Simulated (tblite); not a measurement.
# C5H8F2Ge: the cost of one run

The runs use tblite 0.8.0 and PySCF 2.14.0, with density-fitted response routines of our own; the level of theory stands in each step. All values are computed, except where a source is named. Atoms count from 0, in the outputs and in this text.

## (1) Starting geometry

16 atoms, charge 0, multiplicity 1; geometry from: force field or distance geometry start.

Bonds of the start (Å): C0–C1 1.33, C1–C2 1.51, C2–C3 1.49, C3–C4 1.36, C3–Ge5 1.92, Ge5–F6 1.76, Ge5–F7 1.76, C0–H8 1.08, C0–H9 1.10, C1–H10 1.09, C2–H11 1.11, C2–H12 1.11, C4–H13 1.08, C4–H14 1.08, Ge5–H15 1.54.

## (2) Relaxing the molecule with GFN2-xTB

Job settings and geometry (Å):

```
{"job": {"kind": "relax", "xc": "GFN2-xTB", "basis": "xTB"}, "charge": 0, "multiplicity": 1}
C     -2.086100     0.802200     0.520900
C     -1.774500    -0.433500     0.144400
C     -0.591600    -0.716200    -0.747400
C      0.702900    -0.427500    -0.058600
C      1.138800    -1.233800     0.939700
Ge     1.759400     1.086000    -0.580400
F      1.965800     2.163500     0.793200
F      3.345500     0.543300    -1.123700
H     -1.511300     1.654500     0.180100
H     -2.951300     0.972700     1.176000
H     -2.374200    -1.272200     0.505300
H     -0.694600    -0.090700    -1.663400
H     -0.630100    -1.774300    -1.064200
H      0.565100    -2.096200     1.243200
H      2.077700    -1.020000     1.435600
H      1.051000     1.851100    -1.712200
```

On the command line:

```sh
$ OMP_NUM_THREADS=1 python probes_run.py task.json out
```

One launch serves the whole session: the jobs run in the order shown.

Q: Estimate the wall time and peak memory of this first job on 1 thread of Arm Neoverse N1, shared host.

About 1.6 s, with a peak of 0.18 GiB.
